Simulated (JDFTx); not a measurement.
# BrTl in JDFTx: further runs, part 2 of 2

JDFTx 1.7.0 (patched build). Earlier steps stand in the parts before.

## 3. Solvation, PBEsol

fluid.in

```
lattice \
    9.0000000000     0.0000000000     0.0000000000 \
    0.0000000000     9.0000000000     0.0000000000 \
    0.0000000000     0.0000000000    12.0000000000
latt-scale 1.889726124626 1.889726124626 1.889726124626
coords-type Lattice
ion Br     0.5014444400     0.5023333300     0.3937420400 1
ion Tl     0.5014444400     0.5023333300     0.6119246200 1

ion-species pseudo/Br.upf
ion-species pseudo/Tl.upf
elec-cutoff 31
elec-ex-corr gga-PBEsol
kpoint-folding 1 1 1
elec-n-bands 10
electronic-minimize nIterations 100 energyDiffThreshold 1e-06
fluid NonlinearPCM
pcm-variant GLSSA13
fluid-solvent H2O
fluid-minimize nIterations 100 energyDiffThreshold 1e-7
initial-state vacuum.$VAR
core-overlap-check none
forces-output-coords Cartesian

dump-name fluid.$VAR
dump End Ecomponents EigStats BandEigs Kpoints Forces
```

Potentials or basis: PseudoDojo-SR-PBEsol-0.4.1-standard with smoothed tails.

The run is started by

```sh
jdftx -c 1 -i fluid.in -o fluid.out
```

Output:

```text
*************** JDFTx 1.7.0 (patched build) ***************

Input parsed successfully to the following command list (including defaults):
[... the input with its defaults ...]

---------- Setting up symmetries ----------

Found 16 point-group symmetries of the bravais lattice
Found 8 space-group symmetries with basis
Applied RMS atom displacement 0 bohrs to make symmetries exact.

---------- Initializing the Grid ----------
R =
[      17.0075            0            0  ]
[            0      17.0075            0  ]
[            0            0      22.6767  ]
unit cell volume = 6559.38
G =
[   0.369435          0          0  ]
[          0   0.369435          0  ]
[          0          0   0.277077  ]
Minimum fftbox size, Smin = [  88  88  116  ]
Chosen fftbox size, S = [  90  90  120  ]

---------- Exchange Correlation functional ----------
Initalized PBEsol GGA exchange.
Initalized PBEsol GGA correlation.

---------- Setting up pseudopotentials ----------
Width of ionic core gaussian charges (only for fluid interactions / plotting) set to 0.319186

Reading pseudopotential file 'pseudo/Br.upf':
  'Br' pseudopotential, 'PBESOL' functional
  Generated using ONCVPSP code by D. R. Hamann
  7 valence electrons, 2 orbitals, 6 projectors, 1001 radial grid points, with lMax = 2
    4S    l: 0   occupation:  2.0   eigenvalue: -0.739906
    4P    l: 1   occupation:  5.0   eigenvalue: -0.288675
  Core radius for overlap checks: 1.88 bohrs.

Reading pseudopotential file 'pseudo/Tl.upf':
  'Tl' pseudopotential, 'PBESOL' functional
  Generated using ONCVPSP code by D. R. Hamann
  13 valence electrons, 3 orbitals, 6 projectors, 1001 radial grid points, with lMax = 2
    5D    l: 2   occupation: 10.0   eigenvalue: -0.568842
    6S    l: 0   occupation:  2.0   eigenvalue: -0.352669
    6P    l: 1   occupation:  1.0   eigenvalue: -0.086772
  Core radius for overlap checks: 2.46 bohrs.

Initialized 2 species with 2 total atoms.

Folded 1 k-points by 1x1x1 to 1 k-points.

---------- Setting up k-points, bands, fillings ----------
No reducable k-points.
Computing the number of bands and number of electrons
Calculating initial fillings.
nElectrons:  20.000000   nBands: 10   nStates: 1

----- Setting up reduced wavefunction bases (one per k-point) -----
average nbasis = 54225.000 , ideal nbasis = 54075.358

---------- Setting up ewald sum ----------
Optimum gaussian width for ewald sums = 6.653130 bohr.
Real space sum over 1089 unit cells with max indices [  5  5  4  ]
Reciprocal space sum over 1815 terms with max indices [  5  5  7  ]

---------- Allocating electronic variables ----------
Reading eigenvalues from 'vacuum.eigenvals'.
Initializing wave functions:  reading from 'vacuum.wfns'
----- createFluidSolver() ----- (Fluid-side solver setup)
   Initializing fluid molecule 'H2O'
     Initializing site 'O'
       Electron density: proportional to exp(-r/0.36935)*erfc((r-0.51523)/0.36823) with norm 6.826
       Charge density: gaussian nuclear width 0.478731 with net site charge 0.826
       Polarizability: cuspless exponential with width 0.32 and norm 3.73
       Hard sphere radius: 2.57003 bohrs
       Positions in reference frame:
         [ +0.000000 +0.000000 +0.000000 ]
     Initializing site 'H'
       Electron density: proportional to exp(-r/0.34641)*erfc((r-0)/0.390882) with norm 0.587
       Charge density: gaussian nuclear width 0.377945 with net site charge -0.413
       Polarizability: cuspless exponential with width 0.39 and norm 3.3
       Positions in reference frame:
         [ +0.000000 -1.441945 +1.122523 ]
         [ +0.000000 +1.441945 +1.122523 ]
     Net charge: 0   dipole magnitude: 0.927204
     Initializing spherical shell mfKernel with radius 2.61727 Bohr
     deltaS corrections:
       site 'O': -7.54299
       site 'H': -6.83917

Correction to mu due to finite nuclear width = -0.0019518
   Cavity determined by nc: 0.001 and sigma: 0.6
   Effective cavity tension: 9.5e-06 Eh/bohr^2 to account for cavitation and dispersion.
   Nonlinear dielectric with epsBulk = 78.4 and epsInf = 1.77 with density Nmol = 0.0049383 of dipoles pMol = 0.92466 at T = 298 K.

-------- Electronic minimization -----------
	Nonlinear fluid (bulk dielectric constant: 78.4) occupying 0.908596 of unit cell
	Nonlinear solve completed after 34 iterations at
ElecMinimize: Iter:   0  Etot: -64.329283225216159  |grad|_K:  6.589e-05  alpha:  1.000e+00
	Nonlinear fluid (bulk dielectric constant: 78.4) occupying 0.909262 of unit cell
	Nonlinear solve completed after 19 iterations at
	Nonlinear fluid (bulk dielectric constant: 78.4) occupying 0.909404 of unit cell
	Nonlinear solve completed after 12 iterations at
ElecMinimize: Iter:   1  Etot: -64.332110384855156  |grad|_K:  8.513e-05  alpha:  1.201e+00  linmin:  7.280e-04
	Nonlinear fluid (bulk dielectric constant: 78.4) occupying 0.910460 of unit cell
	Nonlinear solve completed after 22 iterations at
	Nonlinear fluid (bulk dielectric constant: 78.4) occupying 0.909799 of unit cell
	Nonlinear solve completed after 20 iterations at
ElecMinimize: Iter:   2  Etot: -64.333789215002170  |grad|_K:  5.755e-05  alpha:  4.282e-01  linmin:  2.022e-03
	Nonlinear fluid (bulk dielectric constant: 78.4) occupying 0.909797 of unit cell
	Nonlinear solve completed after 13 iterations at
	Nonlinear fluid (bulk dielectric constant: 78.4) occupying 0.909795 of unit cell
	Nonlinear solve completed after 2 iterations at
ElecMinimize: Iter:   3  Etot: -64.334650377913306  |grad|_K:  3.838e-05  alpha:  4.803e-01  linmin: -6.286e-03
	Nonlinear fluid (bulk dielectric constant: 78.4) occupying 0.909772 of unit cell
	Nonlinear solve completed after 13 iterations at
	Nonlinear fluid (bulk dielectric constant: 78.4) occupying 0.909761 of unit cell
	Nonlinear solve completed after 11 iterations at
ElecMinimize: Iter:   4  Etot: -64.335189748818522  |grad|_K:  2.402e-05  alpha:  6.689e-01  linmin: -7.251e-03
	Nonlinear fluid (bulk dielectric constant: 78.4) occupying 0.909693 of unit cell
	Nonlinear solve completed after 10 iterations at
	Nonlinear fluid (bulk dielectric constant: 78.4) occupying 0.909687 of unit cell
	Nonlinear solve completed after 2 iterations at
ElecMinimize: Iter:   5  Etot: -64.335415710701554  |grad|_K:  1.760e-05  alpha:  7.165e-01  linmin: -2.813e-03
	Nonlinear fluid (bulk dielectric constant: 78.4) occupying 0.909673 of unit cell
	Nonlinear solve completed after 9 iterations at
	Nonlinear fluid (bulk dielectric constant: 78.4) occupying 0.909677 of unit cell
	Nonlinear solve completed after 2 iterations at
ElecMinimize: Iter:   6  Etot: -64.335504927138345  |grad|_K:  1.372e-05  alpha:  5.288e-01  linmin:  3.936e-03
	Nonlinear fluid (bulk dielectric constant: 78.4) occupying 0.909696 of unit cell
	Nonlinear solve completed after 10 iterations at
	Nonlinear fluid (bulk dielectric constant: 78.4) occupying 0.909692 of unit cell
	Nonlinear solve completed after 2 iterations at
ElecMinimize: Iter:   7  Etot: -64.335546626950247  |grad|_K:  8.878e-06  alpha:  4.107e-01  linmin:  5.241e-03
	Nonlinear fluid (bulk dielectric constant: 78.4) occupying 0.909711 of unit cell
	Nonlinear solve completed after 2 iterations at
	Nonlinear fluid (bulk dielectric constant: 78.4) occupying 0.909717 of unit cell
	Nonlinear solve completed after 8 iterations at
ElecMinimize: Iter:   8  Etot: -64.335567167674924  |grad|_K:  6.706e-06  alpha:  5.428e-01  linmin:  7.551e-02
	Nonlinear fluid (bulk dielectric constant: 78.4) occupying 0.909737 of unit cell
	Nonlinear solve completed after 5 iterations at
	Nonlinear fluid (bulk dielectric constant: 78.4) occupying 0.909733 of unit cell
	Nonlinear solve completed after 2 iterations at
ElecMinimize: Iter:   9  Etot: -64.335576872067946  |grad|_K:  4.118e-06  alpha:  4.389e-01  linmin:  1.179e-02
	Nonlinear fluid (bulk dielectric constant: 78.4) occupying 0.909735 of unit cell
	Nonlinear solve completed after 2 iterations at
	Nonlinear fluid (bulk dielectric constant: 78.4) occupying 0.909735 of unit cell
	Nonlinear solve completed after 2 iterations at
ElecMinimize: Iter:  10  Etot: -64.335581116270902  |grad|_K:  2.691e-06  alpha:  4.695e-01  linmin: -1.816e-03
	Nonlinear fluid (bulk dielectric constant: 78.4) occupying 0.909732 of unit cell
	Nonlinear solve completed after 2 iterations at
	Nonlinear fluid (bulk dielectric constant: 78.4) occupying 0.909732 of unit cell
	Nonlinear solve completed after 2 iterations at
ElecMinimize: Iter:  11  Etot: -64.335582948630218  |grad|_K:  1.831e-06  alpha:  4.740e-01  linmin: -6.434e-03
	Nonlinear fluid (bulk dielectric constant: 78.4) occupying 0.909731 of unit cell
	Nonlinear solve completed after 4 iterations at
	Nonlinear fluid (bulk dielectric constant: 78.4) occupying 0.909731 of unit cell
	Nonlinear solve completed after 4 iterations at
ElecMinimize: Iter:  12  Etot: -64.335583652851653  |grad|_K:  1.140e-06  alpha:  4.156e-01  linmin: -7.378e-02
	Nonlinear fluid (bulk dielectric constant: 78.4) occupying 0.909732 of unit cell
	Nonlinear solve completed after 2 iterations at
	Nonlinear fluid (bulk dielectric constant: 78.4) occupying 0.909733 of unit cell
	Nonlinear solve completed after 2 iterations at
ElecMinimize: Iter:  13  Etot: -64.335584081725017  |grad|_K:  8.323e-07  alpha:  5.674e-01  linmin: -1.022e-02
ElecMinimize: Converged (|Delta Etot|<1.000000e-06 for 2 iters).
Setting wave functions to eigenvectors of Hamiltonian

# Ionic positions in lattice coordinates:
ion Br   0.501444440000000   0.502333330000000   0.393742040000000 1
ion Tl   0.501444440000000   0.502333330000000   0.611924620000000 1

# Forces in Cartesian coordinates:
force Br   0.000000000000000  -0.000000000000000  -0.022320396261696 1
force Tl   0.000000000000000   0.000000000000000   0.022818748482972 1

# Energy components:
   A_diel =       -0.0266872637035114
   Eewald =      -10.8508088145309038
       EH =       46.4223848475965895
     Eloc =     -115.3418672223664601
      Enl =       -8.3129969976181055
      Exc =      -24.1160532621817936
 Exc_core =       12.1006287582039729
       KE =       35.7898158728751881
-------------------------------------
     Etot =      -64.3355840817250169

IonicMinimize: Iter:   0  Etot: -64.335584081725017  |grad|_K:  1.303e-02
IonicMinimize: None of the convergence criteria satisfied after 0 iterations.

#--- Lowdin population analysis ---
# oxidation-state Br -0.487
# oxidation-state Tl +0.533

Dumping 'fluid.eigStats' ...
	eMin: -0.661186 at state 0 ( [ +0.000000 +0.000000 +0.000000 ] spin 0 )
	HOMO: -0.195785 at state 0 ( [ +0.000000 +0.000000 +0.000000 ] spin 0 )
	mu  : unavailable
	LUMO: unavailable
	eMax: -0.195785 at state 0 ( [ +0.000000 +0.000000 +0.000000 ] spin 0 )
	HOMO-LUMO gap: unavailable
	Optical gap  : unavailable
Done!
[note: without ions in the liquid mu and the levels have no absolute zero]
```

Wall time 61 s (1 thread of Intel Xeon 6975P-C (Granite Rapids), shared host); peak memory 0.35 GiB.

Results:

| Quantity | Value |
| --- | --- |
| Free energy | -1750.6604 eV |
| Largest force | 1.173 eV/Å |
| Loewdin charges | Br -0.49; Tl +0.53 e |
| Solvation energy | -0.479 eV |

Forces on the atoms (eV/Å):
```
Br   0.000  0.000 -1.148
Tl   0.000  0.000  1.173
```

Caveat: forces may be off by hundredths of an eV/Å; forces in the liquid are good to some per cent; the liquid is a continuum model, checked here against plausible ranges alone.

## 4. Solvation, PBEsol

fluid.in: that of step 3 with these lines changed.

```diff
@@ -16,6 +16,6 @@
 electronic-minimize nIterations 100 energyDiffThreshold 1e-06
-fluid NonlinearPCM
-pcm-variant GLSSA13
+fluid LinearPCM
+pcm-variant CANDLE
 fluid-solvent H2O
-fluid-minimize nIterations 100 energyDiffThreshold 1e-7
+fluid-minimize nIterations 200 knormThreshold 1e-10
 initial-state vacuum.$VAR
```

Potentials or basis: PseudoDojo-SR-PBEsol-0.4.1-standard with smoothed tails.

The run is started by

```sh
jdftx -c 1 -i fluid.in -o fluid.out
```

Output:

```text
*************** JDFTx 1.7.0 (patched build) ***************

Input parsed successfully to the following command list (including defaults):
[... the input with its defaults ...]

---------- Setting up symmetries ----------

Found 16 point-group symmetries of the bravais lattice
Found 8 space-group symmetries with basis
Applied RMS atom displacement 0 bohrs to make symmetries exact.

---------- Initializing the Grid ----------
R =
[      17.0075            0            0  ]
[            0      17.0075            0  ]
[            0            0      22.6767  ]
unit cell volume = 6559.38
G =
[   0.369435          0          0  ]
[          0   0.369435          0  ]
[          0          0   0.277077  ]
Minimum fftbox size, Smin = [  88  88  116  ]
Chosen fftbox size, S = [  90  90  120  ]

---------- Exchange Correlation functional ----------
Initalized PBEsol GGA exchange.
Initalized PBEsol GGA correlation.

---------- Setting up pseudopotentials ----------
Width of ionic core gaussian charges (only for fluid interactions / plotting) set to 0.319186

Reading pseudopotential file 'pseudo/Br.upf':
  'Br' pseudopotential, 'PBESOL' functional
  Generated using ONCVPSP code by D. R. Hamann
  7 valence electrons, 2 orbitals, 6 projectors, 1001 radial grid points, with lMax = 2
[... 99 lines left out ...]
	Linear fluid (dielectric constant: 78.4) occupying 0.794042 of unit cell:	Completed after 0 iterations at
ElecMinimize: Iter:  10  Etot: -64.337722098973188  |grad|_K:  3.178e-06  alpha:  3.195e-01  linmin: -2.585e-02
	Linear fluid (dielectric constant: 78.4) occupying 0.794047 of unit cell:	Completed after 0 iterations at
	Linear fluid (dielectric constant: 78.4) occupying 0.794048 of unit cell:	Completed after 0 iterations at
ElecMinimize: Iter:  11  Etot: -64.337724440814242  |grad|_K:  2.123e-06  alpha:  4.147e-01  linmin:  2.516e-05
	Linear fluid (dielectric constant: 78.4) occupying 0.794051 of unit cell:	Completed after 0 iterations at
	Linear fluid (dielectric constant: 78.4) occupying 0.794052 of unit cell:	Completed after 0 iterations at
ElecMinimize: Iter:  12  Etot: -64.337725502004560  |grad|_K:  1.644e-06  alpha:  4.341e-01  linmin: -2.207e-06
	Linear fluid (dielectric constant: 78.4) occupying 0.794059 of unit cell:	Completed after 0 iterations at
	Linear fluid (dielectric constant: 78.4) occupying 0.794059 of unit cell:	Completed after 0 iterations at
ElecMinimize: Iter:  13  Etot: -64.337726123448533  |grad|_K:  1.095e-06  alpha:  4.242e-01  linmin: -1.677e-06
	Linear fluid (dielectric constant: 78.4) occupying 0.794069 of unit cell:	Completed after 0 iterations at
	Linear fluid (dielectric constant: 78.4) occupying 0.794071 of unit cell:	Completed after 0 iterations at
ElecMinimize: Iter:  14  Etot: -64.337726447297428  |grad|_K:  8.839e-07  alpha:  4.983e-01  linmin:  5.247e-06
ElecMinimize: Converged (|Delta Etot|<1.000000e-06 for 2 iters).
Setting wave functions to eigenvectors of Hamiltonian

# Ionic positions in lattice coordinates:
ion Br   0.501444440000000   0.502333330000000   0.393742040000000 1
ion Tl   0.501444440000000   0.502333330000000   0.611924620000000 1

# Forces in Cartesian coordinates:
force Br   0.000000000000000  -0.000000000000000  -0.025143900180532 1
force Tl   0.000000000000000   0.000000000000000   0.025325628631551 1

# Energy components:
   A_diel =       -0.0317899875583214
   Eewald =      -10.8508088145309038
       EH =       46.5020760303420602
     Eloc =     -115.4384819772435407
      Enl =       -8.3042022736949672
      Exc =      -24.1297083343835013
 Exc_core =       12.1006287582039729
       KE =       35.8145601515677825
-------------------------------------
     Etot =      -64.3377264472974275

IonicMinimize: Iter:   0  Etot: -64.337726447297428  |grad|_K:  1.457e-02
IonicMinimize: None of the convergence criteria satisfied after 0 iterations.

#--- Lowdin population analysis ---
# oxidation-state Br -0.513
# oxidation-state Tl +0.558

Dumping 'fluid.eigStats' ...
	eMin: -0.665813 at state 0 ( [ +0.000000 +0.000000 +0.000000 ] spin 0 )
	HOMO: -0.198801 at state 0 ( [ +0.000000 +0.000000 +0.000000 ] spin 0 )
	mu  : unavailable
	LUMO: unavailable
	eMax: -0.198801 at state 0 ( [ +0.000000 +0.000000 +0.000000 ] spin 0 )
	HOMO-LUMO gap: unavailable
	Optical gap  : unavailable
Done!
[note: without ions in the liquid mu and the levels have no absolute zero]
```

Wall time 56 s (1 thread of Intel Xeon 6975P-C (Granite Rapids), shared host); peak memory 0.42 GiB.

What came out:

| Property | Result |
| --- | --- |
| Free energy | -1750.7187 eV |
| Largest force | 1.302 eV/Å |
| Loewdin charges | Br -0.51; Tl +0.56 e |
| Solvation energy | -0.538 eV |

Forces on the atoms (eV/Å):
```
Br   0.000  0.000 -1.293
Tl   0.000  0.000  1.302
```

Caveat: forces may be off by hundredths of an eV/Å; forces in the liquid are good to some per cent; the liquid is a continuum model, checked here against plausible ranges alone.

## 5. The runs side by side

| liquid model | variant of the liquid model | largest force (eV/Å) |
| --- | --- | --- |
| LinearPCM | SCCS_g09beta | - |
| NonlinearPCM | GLSSA13 | 1.17 |
| LinearPCM | CANDLE | 1.30 |

Alike in all rows: task solvation; level PBEsol; potentials or basis PseudoDojo-SR-PBEsol-0.4.1-standard with smoothed tails; no spin polarisation; cell as given; k mesh 1 × 1 × 1; cutoff (eV) 844; smearing fixed.

Caveats: the liquid is a continuum model, checked here against plausible ranges alone; forces may be off by hundredths of an eV/Å (some runs); forces in the liquid are good to some per cent (some runs); the forces don't sum to zero, a sign of grid noise (some runs).

Total energies depend on the potentials used, so only differences within one code and one set of settings carry meaning.
